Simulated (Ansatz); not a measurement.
# MnO (Fm-3m): equation of state

The task here is to estimate one member of a computed series from the others.

Computed with Ansatz 0.2.0 (DFT PBE, scalar-relativistic, plane waves, PAW, unless a step's input says otherwise).

Spin polarisation is switched off on purpose; where the compound carries moments, volume, stiffness and gap are then not the real material's.

### The structure to begin with

It takes space group Fm-3m (No. 225, cubic). The conventional cell has a = 4.102 Å, b = 4.102 Å, c = 4.102 Å, α = 90.00°, β = 90.00°, γ = 90.00°. Around Mn (site symmetry m-3m) lie 6 O at 2.05 Å. O (site symmetry m-3m) has 6 Mn at 2.05 Å as nearest neighbours.

As a file:

```
CELL_PARAMETERS angstrom
0.00000 2.05110 2.05110
2.05110 0.00000 2.05110
2.05110 2.05110 0.00000
ATOMIC_POSITIONS crystal
Mn 0.00000 0.00000 0.00000
O 0.50000 0.50000 0.50000
```

This cell comes from an earlier session at PBE: 8.629 Å³/atom at 0.00 GPa, on a 14×14×14 mesh.

Volume factors to run: 0.980, 1.020, 0.960, 1.040.

The first run:

The input, input.yaml:

```yaml
crystal:
  lattice:
    - [0.0, 2.0373341943, 2.0373341943]
    - [2.0373341943, 0.0, 2.0373341943]
    - [2.0373341943, 2.0373341943, 0.0]
  atoms:
    - { symbol: Mn, position: [0.0, 0.0, 0.0] }
    - { symbol: O, position: [0.5, 0.5, 0.5] }
basis:
  ecutwfc: 420
  ecutrho_ratio: 4
kpoints:
  mp_grid: { grid: [14, 14, 14] }
hamiltonian:
  xc: pbe
scf:
  occupations: { method: gaussian, width: 0.05 }
output:
  forces: true
  stress: true
  eigenvalues: true
```

Started as:

```bash
> ansatz run input.yaml --threads 1 --pin off --max-ram 2560MiB --backend cpu --events-out ev --progress --plain --runs-dir out
```

Steps of the session up to this table: Scaling the volume by 0.980; Scaling the volume by 1.020; At 0.960 of the relaxed volume; Volume × 1.040.

One table of the session follows, with a row left open; its other results are not shown here.

It belongs to the step «Energy and pressure against volume». 

```
volume (Å³/atom)  energy (meV/atom)  pressure (GPa)
           8.284              11.38           11.04
           8.456                  ?               ?
           8.629               0.00            0.00
           8.802               2.60           -4.66
           8.974              10.01           -8.83
```

**Question.** Estimate the row for volume (Å³/atom) = 8.456.

Worked estimate for «energy (meV/atom)». A straight line through the neighbours (8.284, 11.38) and (8.629, 0.00) gives 11.38 + (0.00 − 11.38) × (8.456 − 8.284) / (8.629 − 8.284) = 5.71; a parabola fitted to 3 rows on both sides gives 2.95.

As computed: energy (meV/atom): 2.72; pressure (GPa): 5.21. In «energy (meV/atom)» the line misses by +2.99 and the parabola by +0.23.
